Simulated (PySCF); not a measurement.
# doublet GeSiH4O+: levels of theory compared

We compute a comparison of 6 runs (UB3LYP/6-31G*, U-revPBE/def2-SVP, UB2PLYP/def2-SVP, UBHLYP/def2-SVP, UM06-2X/def2-SVP, UTPSS/def2-SVP) of doublet GeSiH4O+. The job is set up through a Python script.

Program for the calculation: PySCF 2.14.0.

1 further run of the same task is left out (set aside as unsound or not needed).

### 1 Starting point

The species is GeSiH4O+ (7 atoms), meant as a doublet with charge +1. SMILES of the parent species: `[SiH3][O][GeH]`. The coordinates come from a PBE0-D4/def2-TZVP relaxation. This is one conformer, not always the lowest. That shape belongs to the parent species and isn't relaxed for this state.

Bond lengths: Si1–O2 1.643 Å, O2–Ge3 1.789 Å, Si1–H4 1.490 Å, Si1–H5 1.485 Å, Si1–H6 1.485 Å, Ge3–H7 1.605 Å. Angles: Si1–O2–Ge3 134.1°, O2–Si1–H4 110.8°, O2–Si1–H5 109.3°, O2–Si1–H6 109.3°, O2–Ge3–H7 93.5°, H4–Si1–H5 109.1°, H4–Si1–H6 109.1°, H5–Si1–H6 109.4°.

### 2 The energy at UB3LYP/6-31G(d) (spherical functions) (run 1)

input.py

```python
from pyscf import gto, dft

mol = gto.Mole()
mol.atom = '''
Si    -1.401610     1.230023    -0.560304
O      1.008169    -0.263239     0.706191
Ge     2.383701    -3.318737     0.253601
H     -2.663002    -0.373410    -2.501619
H     -0.493030     3.592936    -1.771618
H     -3.255053     1.867238     1.448286
H      4.536854    -2.863124     2.339481
'''
mol.basis = '6-31g*'
mol.verbose = 3
mol.spin = 1
mol.charge = 1
mol.max_memory = 1860
mol.unit = 'bohr'
mol.build()

mf = dft.UKS(mol)
mf.xc = 'b3lyp'
mf.grids.level = 5
mf.conv_tol = 1e-10
mf.kernel()
if not mf.converged:
    mf = mf.newton().run(mf.mo_coeff, mf.mo_occ)

e_final = mf.e_tot
print(f'total energy: {e_final:.8f} hartree')
```

On the command line:

```
$ OMP_NUM_THREADS=1 python input.py
```

The program printed:

```text
WARN: HOMO -0.244787544239091 >= LUMO -0.244787544239094

converged SCF energy = -2443.57347284884  <S^2> = 0.75757826  2S+1 = 2.007564
total energy: -2443.57347285 hartree
```

Wall time 32 s (1 thread of Arm Neoverse V1, shared host); peak memory 0.4 GiB.

### 3 The energy at U-revPBE/def2-SVP (run 2)

run.py

```python
from pyscf import gto, dft

system = gto.Mole()
system.atom = '''
Si    -1.401610     1.230023    -0.560304
O      1.008169    -0.263239     0.706191
Ge     2.383701    -3.318737     0.253601
H     -2.663002    -0.373410    -2.501619
H     -0.493030     3.592936    -1.771618
H     -3.255053     1.867238     1.448286
H      4.536854    -2.863124     2.339481
'''
system.verbose = 4
system.basis = 'def2-svp'
system.unit = 'bohr'
system.charge = 1
system.max_memory = 1860
system.spin = 1
system.build()

myscf = dft.UKS(system, xc='revpbe')
myscf.grids.level = 5
myscf.conv_tol = 1e-10
myscf.kernel()
if not myscf.converged:
    myscf = myscf.newton().run(myscf.mo_coeff, myscf.mo_occ)

e_tot = myscf.e_tot
print('Final energy', e_tot)
```

On the command line:

```
$ OMP_NUM_THREADS=1 python run.py
```

The program printed:

```text
PySCF version 2.14.0

[... 58 lines left out ...]
WARN: HOMO -0.236677118749145 >= LUMO -0.236677118749152
[... 58 lines left out ...]
converged SCF energy = -2443.15994004274  <S^2> = 0.75385447  2S+1 = 2.0038508
Final energy -2443.1599400427385
```

Wall time 37 s (1 thread of Arm Neoverse V1, shared host); peak memory 0.45 GiB.

Runs 3 to 5 aren't shown in full; the table further down has their settings and results.

### 4 The energy at UTPSS/def2-SVP (run 6)

run.py

```python
from pyscf import gto, dft

mol = gto.Mole()
mol.atom = '''
Si  -0.741700   0.650900  -0.296500
O    0.533500  -0.139300   0.373700
Ge   1.261400  -1.756200   0.134200
H   -1.409200  -0.197600  -1.323800
H   -0.260900   1.901300  -0.937500
H   -1.722500   0.988100   0.766400
H    2.400800  -1.515100   1.238000
'''
mol.spin = 1
mol.verbose = 4
mol.charge = 1
mol.max_memory = 1860
mol.basis = 'def2-svp'
mol.build()

calc0 = dft.UKS(mol, xc='tpss')
calc0.grids.level = 5
calc0.conv_tol = 1e-10
calc0.kernel()
if not calc0.converged:
    calc0 = calc0.newton().run(calc0.mo_coeff, calc0.mo_occ)

e_final = calc0.e_tot
print('Final energy', e_final)
```

On the command line:

```
$ OMP_NUM_THREADS=1 python run.py
```

The program printed:

```text
PySCF version 2.14.0

[... 57 lines left out ...]
WARN: HOMO -0.242490383535535 >= LUMO -0.242490383535524
[... 58 lines left out ...]
converged SCF energy = -2443.4213006597  <S^2> = 0.75631681  2S+1 = 2.0063069
Final energy -2443.421300659696
```

Wall time 79 s (1 thread of Arm Neoverse V1, shared host); peak memory 0.5 GiB.

### 5 Overview of the runs

```tsv
run	level	frozen core orbitals	energy (Eh)	HOMO energy (eV)	LUMO energy (eV)	⟨S²⟩	wall time
1	UB3LYP/6-31G* (spherical functions)	–	-2443.573473	-13.52	-11.54	0.758	32 s
2	U-revPBE/def2-SVP	–	-2443.159940	-12.50	-11.87	0.754	37 s
3	UB2PLYP/def2-SVP	15	-2442.829957	-14.71	-10.08	0.768	41 s
4	UBHLYP/def2-SVP	–	-2443.339193	-14.77	-10.47	0.766	40 s
5	UM06-2X/def2-SVP	–	-2443.353189	-14.72	-10.45	0.761	73 s
6	UTPSS/def2-SVP	–	-2443.421301	-12.73	-11.92	0.756	79 s
```

### 6 Results

| quantity | value |
| --- | --- |
| run 6: total energy | -2443.42130 Eh |
| run 6: HOMO energy (highest over α and β) | -12.73 eV |
| run 6: LUMO energy (lowest over α and β) | -11.92 eV |
| run 6: ⟨S²⟩ | 0.756 |

What this shows: Totals of different functionals can't be ranked against each other. All runs together took 5 min, the longest 79 s.
